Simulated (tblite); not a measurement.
# BGeH7OSi2: the cost of one run

Programs: tblite 0.8.0 and PySCF 2.14.0. All values are calculated, for the isolated system unless a continuum is named. Atoms count from 0, parts from 1.

## (1) Starting point

12 atoms, charge 0, multiplicity 1; geometry: distance geometry start.

## (2) Geometry optimisation with GFN2-xTB

Job settings and geometry (Å):

```
{"job": {"kind": "relax", "xc": "GFN2-xTB", "basis": "xTB"}, "charge": 0, "multiplicity": 1}
Si     0.471944    -1.458000    -0.712836
O      1.067370     0.132555    -0.960353
Ge     2.555793     0.481663    -0.027478
B     -1.361217    -1.343559    -0.136164
Si    -2.364524     0.303157     0.054074
H      3.753679     0.436274    -1.018825
H      2.801745    -0.501986     1.137181
H      2.447037     1.944596     0.454893
H     -1.631241    -2.195434     0.667317
H     -3.613803     0.305434    -0.676032
H     -2.675674     0.475279     1.469921
H     -1.477621     1.454436    -0.308657
```

With the program's defaults for keys left out, this is: GFN2-xTB geometry optimisation, gas phase.

On the command line:

```console
$ OMP_NUM_THREADS=1 python cluster_run.py task.json out
```

The driver reads the jobs from task.json and runs them one after another.

**Question.** How long does this first job take on 1 thread of Intel Xeon at 2.70GHz, shared host?

About 4.7 s.
